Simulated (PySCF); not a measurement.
**SnBr: from the state search to spectroscopic constants**

One table from this session's results is given with a row withheld; the runs are named, their logs left out.

Method: Sn def2-SVP with ECP28, Br def2-SVP, scalar-relativistic core potentials; program: PySCF 2.14.0.

The first run:

Settings of the job:

- atoms: Sn, Br
- charge: 0
- basis: Sn def2-SVP with ECP28, Br def2-SVP
- Hamiltonian: scalar-relativistic core potentials
- basis functions: 58
- electrons treated: 57
- masses in u: 119.9022, 78.9183
- levels: PBE0, PBE, r²SCAN, BP86, BHandHLYP, B2PLYP, LC-ωPBE, HF, MP2, SCS-MP2
- grid: 80 radial by 434 angular points
- occupations: held fixed by the projection of orbital angular momentum
- dissociation limit: Sn + Br, each in its ground configuration
- starting distance in angstrom: 2.465
- values of 2S to try: 1, 3

Started as:

```console
$ OMP_NUM_THREADS=1 python dia.py task.json out
```

Among the steps run: Input; First curve: PBE0; Excited determinants; PBE (GGA); r²SCAN (meta-GGA); BP86 (GGA); BHandHLYP (global hybrid GGA); B2PLYP (double hybrid); LC-ωPBE (range-separated hybrid); UHF.

One of the session's tables, all rows but one given; the rest of the session is left out.

| level | Re (Å) | ωe (cm⁻¹) | De (eV) | μ (D) |
| --- | --- | --- | --- | --- |
| UHF | 2.563 | 240.8 | 2.23 | -3.28 |
| UHF-MP2 | 2.542 | 250.8 | 3.18 | n/a |
| UHF-SCS-MP2 | 2.552 | 246.7 | 3.07 | n/a |
| PBE | 2.560 | 237.7 | 3.67 | -2.34 |
| BP86 | ? | ? | ? | ? |
| r²SCAN | 2.542 | 245.0 | 3.59 | -2.49 |
| PBE0 | 2.539 | 246.2 | 3.49 | -2.61 |
| BHandHLYP | 2.545 | 245.2 | 3.25 | -2.86 |
| LC-ωPBE | 2.514 | 256.2 | 3.25 | -2.78 |
| B2PLYP | 2.553 | 243.3 | 3.35 | -2.90 |

**Question.** Estimate the row for BP86.

The run gave: Re (Å): 2.562; ωe (cm⁻¹): 236.7; De (eV): 3.64; μ (D): -2.36. In the column «Re (Å)» it lies between PBE (2.560) and UHF (2.563).

De is counted to Sn + Br in their ground configurations.
